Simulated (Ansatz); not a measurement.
Cd3Se:

```xyz
4
Lattice="-2.0410 2.0410 6.0871 2.0410 -2.0410 6.0871 2.0410 2.0410 -6.0871" Properties=species:S:1:pos:R:3 pbc="T T T"
Cd    0.0000    0.0000    6.0871
Cd    2.0410    0.0000    3.0435
Cd    0.0000    2.0410    3.0435
Se    0.0000    0.0000    0.0000
```

The cell comes from a database or a generator and needn't be the stable form of this composition.

Base run:

- Program: Ansatz 0.2.0
- Functional: PBE
- Potentials or basis: Ansatz PAW
- Cutoff: 420 eV
- Density cutoff: 1680 eV
- k mesh: 9 × 9 × 9
- Occupations: fermi-dirac, width 0.05 eV
- Spin: no spin polarisation

Its results: band gap on the k mesh none (metal or under the smearing width); pressure -0.5 GPa.

Q: The run is repeated on the same cell with these changes: functional from PBE to PBEsol. What comes out?

A: Band gap on the k mesh none (metal or under the smearing width); pressure -3.7 GPa.

PBEsol binds more tightly than PBE, so the same cell stands under less pressure.

Caveats: the PAW data sets come from PBE, with cores solved anew for the run's functional, which leaves a small shift of forces and pressure (some runs).

Not every run made on this cell is shown here.
